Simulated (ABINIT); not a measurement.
# SbAs2 (R-3m) in ABINIT: optical spectrum with LDA

Aim: the optical spectrum of SbAs2 with LDA.

Program: ABINIT 10.8.3 (patched build). These are calculated values, not measurements. Logs are shortened: lines on timing, memory, paths and dates and some standing lists are left out, and cuts for length are marked. The log counts tension as positive stress, the text compression.

## (1) The cell of the first run

It takes space group R-3m (No. 166, trigonal). Conventional cell: a = 4.474 Å, b = 4.474 Å, c = 13.377 Å, α = 90.00°, β = 90.00°, γ = 120.00°. Sb (site symmetry -3m) is surrounded by 6 As at 2.67 Å. As (site symmetry 3m) is surrounded by 3 Sb at 2.67 Å and 3 As at 2.90 Å.

The cell was built by a generator and needn't be a form met in nature.

## (2) Optical spectrum, LDA (volume scaled by 1.04)

The input, run.abi:

```
# Datasets
ndtset 3

# Pseudopotentials
pp_dirpath "./"
pseudos "Sb.hgh, As.hgh"

# Structure
acell 5.1532557877 5.1532557877 5.1532557881 Angstrom
rprim
     0.4341018200     0.2506288014     0.8652981069
    -0.4341018200     0.2506288014     0.8652981069
     0.0000000000    -0.5012576048     0.8652981068
ntypat 2
znucl 51 33
natom 3
typat 1 2 2
chkprim 0
chksymtnons 0
tolsym 1.0e-6
xred
            0.0            0.0            0.0
   0.7160461300   0.7160461300   0.7160461300
   0.2839538700   0.2839538700   0.2839538700

# Plane-wave basis
ecut 18.0

# k points
ngkpt 8 8 8
nshiftk 1
shiftk 0.0 0.0 0.0
istwfk *1

# Exchange and correlation
ixc 7

# Bands and occupations
occopt 3
tsmear 0.05 eV

# SCF cycle
nstep 80

# Output
iomode 3
prteig 0
prtebands 0

# Dataset 1: ground state
nband1 12
tolvrs1 1.0e-12
prtden1 1
prtwf1 0
kptopt1 1

# Dataset 2: empty bands at fixed density
iscf2 -3
getden2 1
nband2 24
nbdbuf2 4
tolwfr2 1.0e-12
nstep2 120
prtden2 0
kptopt2 1

# Dataset 3: wave functions and velocity matrix elements in the full zone
optdriver3 8
wfk_task3 "wfk_optics_fullbz"
getwfk3 2
nband3 20
kptopt3 1
prtevk3 1
inclvkb3 2
```

The input, optic.abi:

```
&FILES
 ddkfile_1 = 'runo_DS3_1_EVK.nc',
 ddkfile_2 = 'runo_DS3_2_EVK.nc',
 ddkfile_3 = 'runo_DS3_3_EVK.nc',
 wfkfile = 'runo_DS3_WFK.nc'
/
&PARAMETERS
 broadening = 0.001837,
 domega = 0.002,
 maxomega = 0.8,
 scissor = 0.000000,
 tolerance = 0.002
/
&COMPUTATIONS
 num_lin_comp = 2,
 lin_comp = 11,33,
 num_nonlin_comp = 0
/
```

Potentials or basis: HGH LDA.

Started as:

```console
abinit run.abi > log 2>&1
optic optic.abi > optic.log 2>&1
```

run.abo:

```text
.Version 10.8.3 of ABINIT
 DATASET    1 : space group R-3 m (#166); Bravais hR (rhombohedral)
================================================================================
 Values of the parameters that define the memory need for DATASET  1.
     intxc =       0    ionmov =       0      iscf =       7    lmnmax =       6
     lnmax =       6     mgfft =      40  mpssoang =       3    mqgrid =    3001
     natom =       3  nloc_mem =       1    nspden =       1   nspinor =       1
    nsppol =       1      nsym =      12    n1xccc =       0    ntypat =       2
    occopt =       3   xclevel =       1
       mpw =        1916          nfft =       64000          nkpt =          65
================================================================================
================================================================================
[... 13 lines left out ...]
 DATASET    3 : space group R-3 m (#166); Bravais hR (rhombohedral)
================================================================================
 Values of the parameters that define the memory need for DATASET  3.
     intxc =       0    ionmov =       0      iscf =       7    lmnmax =       6
     lnmax =       6     mgfft =      40  mpssoang =       3    mqgrid =    3001
     natom =       3  nloc_mem =       1    nspden =       1   nspinor =       1
    nsppol =       1      nsym =      12    n1xccc =       0    ntypat =       2
    occopt =       3   xclevel =       1
       mpw =        1916          nfft =       64000          nkpt =          65
================================================================================
================================================================================

--------------------------------------------------------------------------------
------------- Echo of variables that govern the present computation ------------
--------------------------------------------------------------------------------
 -outvars: echo values of preprocessed input variables --------
            acell      9.7382420955E+00  9.7382420955E+00  9.7382420963E+00 Bohr
              amu      1.21753000E+02  7.49215900E+01
          chkprim           0
      chksymtnons           0
             ecut      1.80000000E+01 Hartree
           getden1          0
           getden2          1
           getden3          0
           getwfk1          0
           getwfk2          0
           getwfk3          2
             iscf1          7
             iscf2         -3
             iscf3          7
                       outvar_i_n : Printing only first  50 k-points.
              ixc           7
           jdtset        1    2    3
                       outvar_i_n : Printing only first  50 k-points.
         kptrlatt        8    0    0      0    8    0      0    0    8
          kptrlen      6.76382178E+01
            natom           3
            nband1         12
            nband2         24
            nband3         20
           nbdbuf1          0
           nbdbuf2          4
           nbdbuf3          0
           ndtset           3
            ngfft          40      40      40
             nkpt          65
            nstep1         80
            nstep2        120
            nstep3         80
             nsym          12
           ntypat           2
                       prtocc : prtvol=0, do not print more k-points.
                       prtocc : prtvol=0, do not print more k-points.
                       prtocc : prtvol=0, do not print more k-points.
           occopt           3
        optdriver1          0
        optdriver2          0
        optdriver3          8
           prtden1          1
           prtden2          0
           prtden3          1
        prtebands           0
           prteig           0
           prtevk1          0
           prtevk2          0
           prtevk3          1
            prtwf1          0
            prtwf2          1
            prtwf3          1
            rprim      4.3410182000E-01  2.5062880140E-01  8.6529810690E-01
                      -4.3410182000E-01  2.5062880140E-01  8.6529810690E-01
                       0.0000000000E+00 -5.0125760480E-01  8.6529810680E-01
          spgroup         166
           tolsym      1.00000000E-06
           tolvrs1     1.00000000E-12
           tolvrs2     0.00000000E+00
           tolvrs3     0.00000000E+00
           tolwfr1     0.00000000E+00
           tolwfr2     1.00000000E-12
           tolwfr3     0.00000000E+00
           tsmear      1.83746611E-03 Hartree
            typat      1  2  2
         wfk_task1          0
         wfk_task2          0
         wfk_task3          7
                       outvars : Printing only first  50 k-points.
           xangst      0.0000000000E+00  0.0000000000E+00  0.0000000000E+00
                      -3.1530088347E-16 -7.5235071094E-09  9.5787692167E+00
[... 242 lines left out ...]
  6.2064E-01  6.5751E-01  6.5751E-01  7.1997E-01  7.1997E-01  8.0816E-01
 prteigrs : prtvol=0 or 1, do not print more k-points.

--- !ResultsGS
iteration_state: {dtset: 2, }
comment   : Summary of ground state results
lattice_vectors:
- [  4.2273886,   2.4406839,   8.4264824, ]
- [ -4.2273886,   2.4406839,   8.4264824, ]
- [  0.0000000,  -4.8813679,   8.4264824, ]
lattice_lengths: [   9.73824,    9.73824,    9.73824, ]
lattice_angles: [ 51.456,  51.456,  51.456, ] # degrees, (23, 13, 12)
lattice_volume:   5.2165250E+02
convergence: {deltae:  0.000E+00, res2:  0.000E+00, residm:  9.925E-13, diffor:  0.000E+00, }
etotal    :  -1.82831822E+01
entropy   :   0.00000000E+00
fermie    :   1.25055733E-01
cartesian_stress_tensor: null
pressure_GPa: null
xred      :
- [  0.0000E+00,   0.0000E+00,   0.0000E+00, Sb]
- [  7.1605E-01,   7.1605E-01,   7.1605E-01, As]
- [  2.8395E-01,   2.8395E-01,   2.8395E-01, As]
cartesian_forces: null
force_length_stats: {min: null, max: null, mean: null, }
...

 Integrated electronic density in atomic spheres:
 ------------------------------------------------
 Atom  Sphere_radius  Integrated_density
    1        2.00000          1.55808902
    2        2.00000          2.36840131
    3        2.00000          2.36840131
================================================================================

 ----iterations are completed or convergence reached----

 Mean square residual over all n,k,spin=   45.511E-14; max=  99.252E-14
 reduced coordinates (array xred) for    3 atoms
       0.000000000000      0.000000000000      0.000000000000
       0.716046130000      0.716046130000      0.716046130000
       0.283953870000      0.283953870000      0.283953870000

 cartesian coordinates (angstrom) at end:
    1      0.00000000000000     0.00000000000000     0.00000000000000
    2     -0.00000000000000    -0.00000000752351     9.57876921667255
    3      0.00000000000000    -0.00000000298351     3.79853821556307
 length scales=  9.738242095502  9.738242095502  9.738242096258 bohr
              =  5.153255787700  5.153255787700  5.153255788100 angstroms
 Eigenvalues (hartree) for nkpt=  65  k points:
 kpt#   1, nband= 24, wtk=  0.00195, kpt=  0.0000  0.0000  0.0000 (reduced coord)
  -0.41502   -0.20135   -0.06304   -0.00771   -0.00771    0.00940    0.00940    0.05106
   0.06030    0.17466    0.27330    0.27330    0.32654    0.34709    0.34709    0.57020
   0.61577    0.61577    0.62064    0.65751    0.65751    0.71997    0.71997    0.80816
      occupation numbers for kpt#   1
   2.00000    2.00000    2.00000    2.00000    2.00000    2.00000    2.00000    2.00000
   2.00000    0.00000    0.00000    0.00000    0.00000    0.00000    0.00000    0.00000
   0.00000    0.00000    0.00000    0.00000    0.00000    0.00000    0.00000    0.00000
 prteigrs : prtvol=0 or 1, do not print more k-points.

--- !EnergyTerms
iteration_state     : {dtset: 2, }
comment             : Components of total free energy in Hartree
kinetic             :  6.47674154596845E+00
hartree             :  2.07376347047369E+00
xc                  : -4.58724770525835E+00
Ewald energy        : -1.75995742064732E+01
psp_core            :  1.42433165004843E+00
local_psp           : -7.68063479107932E+00
non_local_psp       :  1.61014214344738E+00
internal            : -1.82824778928729E+01
'-kT*entropy'       : -7.04349447484470E-04
total_energy        : -1.82831822423204E+01
...

--- !EnergyTermsDC
iteration_state     : {dtset: 2, }
comment             : '"Double-counting" decomposition of free energy'
band_energy         : -1.43116507161473E+00
Ewald energy        : -1.75995742064732E+01
psp_core            :  1.42433165004843E+00
xc_dc               : -6.76070249845108E-01
internal            : -1.82824778778846E+01
'-kT*entropy'       : -7.04349447484470E-04
total_energy_dc     : -1.82831822273321E+01
...

================================================================================
== DATASET  3 ==================================================================

--- !DatasetInfo
iteration_state: {dtset: 3, }
dimensions: {natom: 3, nkpt: 65, mband: 20, nsppol: 1, nspinor: 1, nspden: 1, mpw: 1916, }
cutoff_energies: {ecut:  18.0, pawecutdg:  -1.0, }
electrons: {nelect:   1.50000000E+01, charge:   0.00000000E+00, occopt:   3.00000000E+00, tsmear:   1.83746611E-03, }
meta: {optdriver: 8, wfk_task: 7, }
...

 mkfilename : getwfk/=0, take file _WFK from output of DATASET   2.

 Exchange-correlation functional for the present dataset will be:
  LDA: Perdew-Wang 92 LSD fit to Ceperley-Alder data - ixc=7
  J.P.Perdew and Y.Wang, PRB 45, 13244 (1992)

--------------------------------------------------------------------------------

 Computation of velocity matrix elements (DDK)

 Parameters extracted from the Abinit header:
    ecut:     18.0
    nkpt:    512
    mband:   24
    nsppol:  1
    nspinor: 1
    useylm:  0
    inclvkb: 2
    bmin: 1, bmax: 24
    Computing diagonal and off-diagonal matrix elements
    Between band index bmin: 1, bmax: 24

== END DATASET(S) ==============================================================
================================================================================

 -outvars: echo values of variables after computation  --------
            acell      9.7382420955E+00  9.7382420955E+00  9.7382420963E+00 Bohr
           etotal1    -1.8283182227E+01
           etotal2    -1.8283182227E+01
           etotal3     0.0000000000E+00
            fcart1     1.1564823173E-18 -1.1564823173E-18 -1.1564823173E-18
                       5.9861222653E-18 -7.3752536237E-13  1.6888721831E-02
                      -7.1426045827E-18  7.3752651885E-13 -1.6888721831E-02
            fcart3     0.0000000000E+00  0.0000000000E+00  0.0000000000E+00
                       0.0000000000E+00  0.0000000000E+00  0.0000000000E+00
                       0.0000000000E+00  0.0000000000E+00  0.0000000000E+00
            rprim      4.3410182000E-01  2.5062880140E-01  8.6529810690E-01
                      -4.3410182000E-01  2.5062880140E-01  8.6529810690E-01
                       0.0000000000E+00 -5.0125760480E-01  8.6529810680E-01
           strten1    -3.7885907783E-04 -3.7885906745E-04  2.4977697346E-05
                       1.7266736576E-12  0.0000000000E+00  0.0000000000E+00
           strten3     0.0000000000E+00  0.0000000000E+00  0.0000000000E+00
                       0.0000000000E+00  0.0000000000E+00  0.0000000000E+00
           xangst      0.0000000000E+00  0.0000000000E+00  0.0000000000E+00
                      -3.1530088347E-16 -7.5235071094E-09  9.5787692167E+00
                       4.0221428177E-17 -2.9835075766E-09  3.7985382156E+00
             xred      0.0000000000E+00  0.0000000000E+00  0.0000000000E+00
                       7.1604613000E-01  7.1604613000E-01  7.1604613000E-01
                       2.8395387000E-01  2.8395387000E-01  2.8395387000E-01
 Calculation completed.
```

Run time: 91 s. Hardware: 1 thread of Intel Xeon 6975P-C (Granite Rapids), shared host; peak memory 0.46 GiB.

What came out:

- Free energy: -497.5107 eV
- Pressure: 7.2 GPa
- Largest force: 0.868 eV/Å
- Band gap on the k mesh: none (metal or under the smearing width)

Forces on the atoms (eV/Å):
```
Sb   0.000  0.000  0.000
As   0.000  0.000  0.868
As   0.000  0.000 -0.868
```

Dielectric function (mean over the directions given):
```csv
energy (eV),real part,imaginary part
0.33,-123.01,359.31
0.76,-29.94,89.31
1.31,-14.68,24.99
1.74,-26.14,25.95
2.29,-7.05,11.76
2.83,-9.91,8.15
3.27,-3.11,2.86
3.81,-2.12,6.88
4.25,-0.88,6.49
4.79,-2.20,6.28
5.33,-2.78,4.67
5.77,-1.53,4.15
6.31,-2.67,4.22
6.75,-2.08,3.46
7.29,-1.80,3.21
7.84,-1.48,3.75
8.27,-1.91,3.18
8.82,-1.86,2.18
9.36,-1.41,1.38
9.80,-1.69,1.64
10.34,-1.67,1.27
10.78,-1.27,0.91
11.32,-1.09,0.86
11.86,-0.76,0.84
12.30,-0.69,0.88
12.84,-0.68,0.61
13.28,-0.58,0.55
13.82,-0.40,0.43
14.37,-0.29,0.45
14.80,-0.36,0.41
15.35,-0.15,0.26
15.89,-0.12,0.28
16.33,-0.06,0.22
16.87,0.04,0.19
17.31,0.04,0.19
17.85,0.06,0.14
18.39,0.17,0.12
18.83,0.19,0.10
19.38,0.26,0.07
19.92,0.29,0.05
```

Caveat: the intraband (Drude) term is left out; spectra need much finer meshes, so this one isn't converged; independent-particle spectra lack excitons; HGH potentials are hard and often keep d shells in the core, so these values are rough. Spin-orbit coupling is left out, which matters for the levels of Sb.
